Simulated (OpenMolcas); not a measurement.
# Ru²⁺: RASSCF and RASPT2 terms and fine-structure levels

Aim: the low terms and levels of Ru²⁺, with their order and spacing, then second-order correlation.

Method: state-averaged RASSCF and RASPT2, spin-orbit coupling by RASSI with atomic mean-field integrals. Code: OpenMolcas 26.06.

### Step 1. The system

| Item | Value |
| --- | --- |
| Species | Ru²⁺ (ruthenium, Z = 44, 42 electrons) |
| Basis | ANO-R2 [7s5p4d2f1g], 65 functions |
| Scalar Hamiltonian | X2C, finite nucleus |
| Inactive shells | 1s 2s 2p 3s 3p 3d 4s |
| Active space | 12 electrons in 8 orbitals (RAS1 4p, at most 2 holes; RAS2 4d) |
| Some configurations of this space | 4d⁶ |
| Orbitals | optimised for each spin and parity, averaged over all roots |

Outer shells as boxes (Hund's rule):

4d6
```
4d [↑↓][↑ ][↑ ][↑ ][↑ ]
```

Each step is its own input file, run in one work folder so that later steps find the files of earlier ones. Labels, J, g values, rates, χT and fits are worked out afterwards by a script from the matrices that RASSI stores.

### Step 2. Basis and integrals

File a.inp:

```
&GATEWAY
Coord
1

Ru 0.0 0.0 0.0
Basis=ANO-R2
Group=XYZ
NoMove
AngMom=0.0 0.0 0.0
AMFI
&SEWARD
```

Started as:

```console
$ OMP_NUM_THREADS=1 MOLCAS_MEM=1689 MOLCAS_PROJECT=a pymolcas a.inp > a.log
```

### Step 3. A small preliminary run for start orbitals

File a.inp:

```
&RASSCF
FileOrb=start.orb
Symmetry=1
Spin=5
nActEl=6 0 0
Inactive=9 9
Ras2=5 0
CIRoot=5 5 1
SDav=5
CIMx=300
Iter=120 100
PrWF=0.3
OrbListing=Nothing
MaxOrb=0
Atom
>>> COPY $Project.JobIph JOBPRE
```

### Step 4. RASSCF: quintets of even parity, 5 roots

File a.inp:

```
&RASSCF
FileOrb=start.orb
Symmetry=1
Spin=5
nActEl=12 2 0
Inactive=9 6
Ras1=0 3
Ras2=5 0
CIRoot=5 5 1
SDav=35
CIMx=300
Iter=120 100
PrWF=0.3
OrbListing=Nothing
MaxOrb=0
Thrs=2.0e-7 1.0e-1 5.0e-4
Atom
>>> COPY $Project.JobIph JOB001
```

### Step 5. Reference wave functions, triplets of even parity, 45 roots

File a.inp:

```
&RASSCF
FileOrb=start.orb
Symmetry=1
Spin=3
nActEl=12 2 0
Inactive=9 6
Ras1=0 3
Ras2=5 0
CIRoot=45 45 1
SDav=180
CIMx=300
Iter=120 100
PrWF=0.3
OrbListing=Nothing
MaxOrb=0
Thrs=2.0e-7 1.0e-1 5.0e-4
Atom
>>> COPY $Project.JobIph JOB002
```

### Step 6. Reference wave functions, singlets of even parity, 49 roots

File a.inp:

```
&RASSCF
FileOrb=start.orb
Symmetry=1
Spin=1
nActEl=12 2 0
Inactive=9 6
Ras1=0 3
Ras2=5 0
CIRoot=49 49 1
SDav=170
CIMx=300
Iter=120 100
PrWF=0.3
OrbListing=Nothing
MaxOrb=0
Thrs=2.0e-7 1.0e-1 5.0e-4
Atom
>>> COPY $Project.JobIph JOB003
```

### Step 7. RASSI: spin-orbit coupling between the states

File a.inp:

```
&RASSI
NrOfJobIphs=3 5 45 49
1 2 3 4 5
1 2 3 4 5 6 7 8 9 10 11 12 13 14 15 16 17 18 19 20 21 22 23 24 25 26 27
28 29 30 31 32 33 34 35 36 37 38 39 40 41 42 43 44 45
1 2 3 4 5 6 7 8 9 10 11 12 13 14 15 16 17 18 19 20 21 22 23 24 25 26 27
28 29 30 31 32 33 34 35 36 37 38 39 40 41 42 43 44 45 46 47 48 49
IphNames
JOB001
JOB002
JOB003
EJob
SpinOrbit
DIPRint=1.0
SOCoupling=1000.0
Subsets=2
MEES
Property=10
'ANGMOM' 1 'ANGMOM' 2 'ANGMOM' 3 'MLTPL  1' 1 'MLTPL  1' 2 'MLTPL  1' 3
'AMFI' 1 'AMFI' 2 'AMFI' 3 'MLTPL  2' 6
SOProperty=3
'ANGMOM' 1 'ANGMOM' 2 'ANGMOM' 3
```

### Step 8. CASPT2: IPEA 0.25, imaginary shift 0.1 (closed shells correlated: 4s)

File a.inp:

```
>>> COPY JOB001 $Project.JobIph
&CASPT2
Multistate=5 1 2 3 4 5
Frozen=8 6
IPEA=0.25
Imaginary=0.1
MaxIter=60
WThr=0.0 0.3 0.05
PrWF=0.5
NoMix
>>> COPY JOB002 $Project.JobIph
&CASPT2
Multistate=45 1 2 3 4 5 6 7 8 9 10 11 12 13 14 15 16 17 18 19 20 21 22
23 24 25 26 27 28 29 30 31 32 33 34 35 36 37 38 39 40 41 42 43 44 45
Frozen=8 6
IPEA=0.25
Imaginary=0.1
MaxIter=60
WThr=0.0 0.3 0.05
PrWF=0.5
NoMix
>>> COPY JOB003 $Project.JobIph
&CASPT2
Multistate=49 1 2 3 4 5 6 7 8 9 10 11 12 13 14 15 16 17 18 19 20 21 22
23 24 25 26 27 28 29 30 31 32 33 34 35 36 37 38 39 40 41 42 43 44 45 46
47 48 49
Frozen=8 6
IPEA=0.25
Imaginary=0.1
MaxIter=60
WThr=0.0 0.3 0.05
PrWF=0.5
NoMix
```

(Steps that only read results are left out.)

What does the calculation give? Wanted: lowest level; first excited level; lowest level of another term; spin-orbit lowering of the lowest level; strongest of the lines computed, by gA.

The runs gave:

| quantity | value |
| --- | --- |
| method | SS-RASPT2, IPEA 0.25, imaginary shift 0.1 (closed shells correlated: 4s) |
| lowest level | 4d⁶ ⁵D₄, 99 % of that term, g = 1.498 |
| ground level listed by NIST | 5D4 |
| first excited level | 4d⁶ ⁵D₃ at 1169 cm⁻¹ |
| lowest level of another term | 4d⁶ ³H₆ at 15850 cm⁻¹ |
| spin-orbit lowering of the lowest level | 1305 cm⁻¹ |
| strongest of the lines computed, by gA (one parity, so forbidden lines), at RASSCF energies | 4d⁶ ³F₄(2) → 4d⁶ ³H₆, 388.8 nm, A = 2.68e+00 s⁻¹ |

Cost and accuracy by method:

| method | time of its own steps | time with the reference | mean absolute difference from the measured levels (cm-1) |
| --- | --- | --- | --- |
| A. RASSCF | 76 s | 76 s | 27 |
| B. SS-RASPT2, IPEA 0.25, imaginary shift 0.1, +4s | 2.6 min | 3.9 min | 32 |

Times are of one thread on a shared host.

**Reading.** The multiplet ⁵D is inverted; its intervals divided by the larger J differ by 33 % of their mean, where Landé's rule for pure LS coupling makes them equal. Second-order correlation (method B) scales the levels of the lowest configuration above 5000 cm⁻¹ by 0.84 to 0.97. Method A lies closest to the measured levels (27 cm⁻¹ on average) and B farthest (32). These are fine-structure levels alone, which test spin-orbit coupling more than correlation. Only the configurations of the active space and the roots asked for are present. Not all states of the active space went into the spin-orbit step. CASPT2 does not keep the components of a term degenerate, and the means are used. The levels of the extra active shells were not computed. Levels of other configurations are missing from the list.
